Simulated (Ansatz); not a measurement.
# SrHfN2, space group R-3m: a single point from a YAML input

Program: Ansatz 0.2.0 through its Python package.

Notebook, run cell by cell (the value of a cell's last expression is shown):

```python
import warnings

import ansatz as az

INPUT = """
crystal:
  lattice:
    - [1.678363, 0.969003, 5.922028]
    - [-1.678363, 0.969003, 5.922028]
    - [0.0, -1.938007, 5.922028]
  atoms:
    - { symbol: Sr, position: [0.0, 0.0, 0.0] }
    - { symbol: Hf, position: [0.5, 0.5, 0.5] }
    - { symbol: "N", position: [0.232632, 0.232632, 0.232632] }
    - { symbol: "N", position: [0.767368, 0.767368, 0.767368] }
kpoints:
  mp_grid: { kspacing: 0.4 }
hamiltonian:
  xc: r2scan
scf:
  occupations: { method: fixed }
basis:
  ecutwfc: "560 eV"
output:
  forces: true
"""
```

```python
warnings.simplefilter("ignore", az.DeckWarning)
```

```python
planned = az.Session.from_yaml(INPUT).plan(threads=1, pin="off")
outcome = planned.execute()
rep = outcome.report
```

    

```python
[(site.symbol, site.position_frac.round(4).tolist()) for site in outcome.lattice.sites]
```

    [(<Element.SR: 'Sr'>, [0.0, 0.0, 0.0]), (<Element.HF: 'Hf'>, [0.5, 0.5, 0.5]),
     (<Element.N: 'N'>, [0.2326, 0.2326, 0.2326]), (<Element.N: 'N'>, [0.7674, 0.7674, 0.7674])]

```python
energy = rep["free_energy_ev"]
print("SrHfN2: {:.6f} eV = {:.6f} Ry = {:.6f} Ha".format(energy, energy / 13.605693, energy / 27.211386))
print("Fermi level {:.4f} eV, {} k-points, {} symmetry operations".format(rep["fermi_energy_ev"], rep["n_kpoints"], rep["n_symmetry_ops"]))

# forces, one row an atom
print("forces (eV/A)")
for site, force in zip(outcome.lattice.sites, rep["forces_ev_ang"]):
    print(f"  {site.symbol:2s} {force[0]:9.4f} {force[1]:9.4f} {force[2]:9.4f}")
```

    SrHfN2: -20064.192702 eV = -1474.690977 Ry = -737.345488 Ha
    Fermi level 14.1973 eV, 32 k-points, 12 symmetry operations
    forces (eV/A)
      Sr   -0.0000    0.0000    0.0000
      Hf    0.0000    0.0000    0.0000
      N     0.0000    0.0000   -0.0071
      N    -0.0000   -0.0000    0.0071

```python
used = rep["setup"]
print("cutoffs (eV):", used["ecut_ev"], used["ecutrho_ev"], " FFT grid:", used["fft_dense"])
print("cell volume {:.3f} A^3, {} symmetry operations".format(used["cell_volume_ang3"], used["n_sym_ops"]))
```

    cutoffs (eV): 560.0 2240.0  FFT grid: [27, 27, 50]
    cell volume 57.787 A^3, 12 symmetry operations

```python
terms = rep["components"]
{name: round(terms[name], 3) for name in ("e_kinetic", "e_hartree", "e_xc", "e_local", "e_nonlocal")}
```

    {'e_kinetic': 930.571,
     'e_hartree': 3399.475,
     'e_xc': -568.771,
     'e_local': -7573.05,
     'e_nonlocal': -956.803}

Reading the output:
- Absolute energies stand on the zero of these potentials, so only differences at equal settings mean something. A total without «per atom» is that of the cell as typed.
- No spin polarisation was allowed.
- The energy terms are those on the plane-wave grid, with the one-centre PAW part apart; the terms shown are only some of the summands, so they needn't add up to F.
- With fixed filling the reported Fermi level is the top filled level among the k-points of the SCF.
- The zero of the levels is a convention of the potentials, so an absolute Fermi energy is no work function.
- Spin-orbit coupling, which matters for elements this heavy, is left out.
- The structure comes from a database of computed cells and needn't be a stable or known phase.
- The whole script took 3.9 s on 1 thread of Intel(R) Xeon(R) 6975P-C (Granite Rapids) (shared host), peak memory 0.61 GiB.

(Lines on the test bed's own set-up are left out of the output.)
